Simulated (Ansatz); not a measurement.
# C₁₃H₁₀: how energies converge with the basis set

An exercise on one series of results from a longer session: the logs are not shown, and one member is left open.

Computed with Ansatz 0.2.0, Gaussian basis. Level: one geometry, several basis sets.

Levels to be run: PBE0-D4/def2-SVP; ωB97M-V/def2-SVP; PBE0-D4/def2-QZVPP; ωB97M-V/def2-QZVPP; the functionals' def2-TZVPP values are taken from earlier runs.

**Structure used throughout**

All runs share one geometry, relaxed beforehand with PBE0-D4 in a triple-zeta def2 set.

23 atoms, charge 0, spin multiplicity 1.

Atoms are counted from 1 here; the program's logs count them from 0.

Bond lengths: C1–C2 1.391 Å, C1–C6 1.390 Å, C1–H14 1.084 Å, C2–C3 1.387 Å, C2–H15 1.084 Å, C3–C4 1.388 Å, C3–H16 1.084 Å, C4–C5 1.401 Å, C4–C13 1.459 Å, C5–C6 1.382 Å, C5–C7 1.502 Å, C6–H17 1.085 Å, C7–C8 1.502 Å, C7–H18 1.096 Å, C7–H19 1.096 Å, C8–C9 1.382 Å, C8–C13 1.401 Å, C9–C10 1.390 Å and more. Angles: C2–C1–C6 120.6°, C2–C1–H14 119.6°, C6–C1–H14 119.8°, C1–C2–C3 120.7°, C1–C2–H15 119.6°, C3–C2–H15 119.8°, C2–C3–C4 118.8°, C2–C3–H16 120.4°, C4–C3–H16 120.9°, C3–C4–C5 120.5°, C3–C4–C13 131.0°, C5–C4–C13 108.5°, C4–C5–C6 120.4°, C4–C5–C7 110.1°, C6–C5–C7 129.5°, C1–C6–C5 119.0°, C1–C6–H17 120.2°, C5–C6–H17 120.8° and more.

Set-up of the first run:

in.yaml

```yaml
crystal:
  periodic: [false, false, false]
  atoms:
    - {symbol: C, position_ang: [-3.057560, -1.206848, -1.018142]}
    - {symbol: C, position_ang: [-2.084702, -2.187867, -1.176541]}
    - {symbol: C, position_ang: [-0.764875, -1.937243, -0.832641]}
    - {symbol: C, position_ang: [-0.431474, -0.688728, -0.326979]}
    - {symbol: C, position_ang: [-1.411401, 0.299199, -0.167573]}
    - {symbol: C, position_ang: [-2.725152, 0.044075, -0.511911]}
    - {symbol: C, position_ang: [-0.795973, 1.549320, 0.393240]}
    - {symbol: C, position_ang: [0.650615, 1.172855, 0.540612]}
    - {symbol: C, position_ang: [1.710879, 1.923576, 1.011630]}
    - {symbol: C, position_ang: [2.975864, 1.349472, 1.053938]}
    - {symbol: C, position_ang: [3.173675, 0.040095, 0.629269]}
    - {symbol: C, position_ang: [2.113288, -0.717760, 0.155713]}
    - {symbol: C, position_ang: [0.849634, -0.145926, 0.112972]}
    - {symbol: H, position_ang: [-4.084236, -1.420772, -1.292298]}
    - {symbol: H, position_ang: [-2.362476, -3.157841, -1.572961]}
    - {symbol: H, position_ang: [-0.010440, -2.706016, -0.958261]}
    - {symbol: H, position_ang: [-3.489212, 0.804849, -0.390934]}
    - {symbol: H, position_ang: [-0.928447, 2.405476, -0.277373]}
    - {symbol: H, position_ang: [-1.244344, 1.829991, 1.352642]}
    - {symbol: H, position_ang: [1.563667, 2.945687, 1.344523]}
    - {symbol: H, position_ang: [3.816626, 1.926755, 1.421161]}
    - {symbol: H, position_ang: [4.167452, -0.391119, 0.669497]}
    - {symbol: H, position_ang: [2.273390, -1.738332, -0.174080]}
basis:
  gaussian: {orbitals: def2-SVP}
hamiltonian: {xc: pbe0, dispersion: d4}
output: {orbitals: {seedname: orbitals}}
```

Launch:

```sh
$ ansatz run in.yaml --threads 4 --pin off --events-out ev --progress --plain --max-ram 66560MiB --backend cpu
```

Steps of the session up to this table: PBE0-D4 in def2-SVP; ωB97M-V in def2-SVP; PBE0-D4 in def2-QZVPP; ωB97M-V in def2-QZVPP.

One table of the session follows, with a row left open; its other results are not shown here.

It belongs to the step «Density functionals: the series». 

| functional | basis | HOMO (eV) |
| --- | --- | --- |
| PBE0-D4 | def2-SVP | -6.28 |
| PBE0-D4 | def2-TZVPP | -6.28 |
| PBE0-D4 | def2-QZVPP | -6.30 |
| ωB97M-V | def2-SVP | ? |
| ωB97M-V | def2-TZVPP | -8.21 |
| ωB97M-V | def2-QZVPP | -8.22 |

Estimate the missing values for ωB97M-V, def2-SVP.

The run gave: HOMO (eV): -8.20. In the column «HOMO (eV)» it lies between ωB97M-V, def2-TZVPP (-8.21) and PBE0-D4, def2-QZVPP (-6.30).
